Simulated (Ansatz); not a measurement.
# CuO (doublet): from Hartree-Fock to the top rungs, def2-SVP

An exercise on one series of results from a longer session: the logs are not shown, and one member is left open.

Method: def2-SVP, core rule «outside noble gas», up to 10 orbitals frozen; program: Ansatz 0.2.0, Gaussian basis.

Plan: UHF; CCSD(T) on ROHF; CCSD(T) on UHF; CISD as a restricted active space (open shells left free, so some higher excitations enter); CCSDT(Q) on ROHF; CCSDT(Q) on UHF; CASSCF and MRCISD+Q, 17 electrons in 10 orbitals; CASSCF and NEVPT2, 17 electrons in 10 orbitals.

10 further runs of the same task are left out: 2 for a known fault of the program, 2 that didn't finish, 6 set aside as unsound or not needed. Runs told in other sessions of the task aren't counted.

## What is computed

The geometry is a PBE0/def2-TZVP stationary point (not a proven minimum).

2 atoms, charge 0, spin multiplicity 2.

Atoms are counted from 1 here; the program's logs count them from 0.

Bond lengths: Cu1–O2 1.758 Å.

Set-up of the first run:

Contents of in.yaml:

```yaml
crystal:
  periodic: [false, false, false]
  atoms:
    - {symbol: Cu, position_ang: [0.000000, 0.000000, 0.000000]}
    - {symbol: O, position_ang: [0.000000, 0.000000, 1.758200]}
basis:
  gaussian: {orbitals: def2-SVP}
magnetization: {spin_polarized: true, initial_magnetization: 1}
hamiltonian: {xc: hf}
output: {orbitals: {seedname: orbitals}}
```

The run is started by

```console
$ ansatz run in.yaml --threads 1 --pin off --events-out ev --progress --plain --max-ram 2393MiB
```

Among the steps run: UHF; CCSD(T) on ROHF; CCSD(T) on UHF; CISD as a restricted active space (open shells left free, so some higher excitations enter); CCSDT(Q) on ROHF; CCSDT(Q) on UHF; CASSCF and MRCISD+Q, 17 electrons in 10 orbitals; CASSCF and NEVPT2, 17 electrons in 10 orbitals.

One table of the session follows, with a row left open; its other results are not shown here.

```
          method  from RCCSDT(Q) (kJ/mol)
            ROHF                  +1172.3
             UHF                  +1161.6
            RMP2                    -16.0
            UMP2                    -17.3
            CISD                   +133.9
           RCCSD                    +39.2
           UCCSD                    +39.2
        RCCSD(T)                     -3.3
        UCCSD(T)                     -3.3
          RCCSDT                     -8.7
          UCCSDT                     -8.7
       RCCSDT(Q)                        0
       UCCSDT(Q)                     -5.0
  CASSCF valence                  +1116.6
  NEVPT2 valence                   +117.9
  MRCISD valence                   +118.9
MRCISD+Q valence                        ?
```

**Question.** Estimate the row for MRCISD+Q valence.

As computed: from RCCSDT(Q) (kJ/mol): +41.2. In the column «from RCCSDT(Q) (kJ/mol)» it lies between UCCSD (+39.2) and NEVPT2 valence (+117.9).

With the free atoms at the same levels and basis (separate runs), the atomisation energy is 2.227 eV at RCCSDT(Q), 2.188 eV at RCCSD(T), 2.186 eV at UCCSD(T), 0.503 eV at ROHF.

Caveats from the session: Restricted and unrestricted rows rest on different reference determinants; a gap between their highest levels can come from leftover correlation error, from unlike frozen cores or from another state.
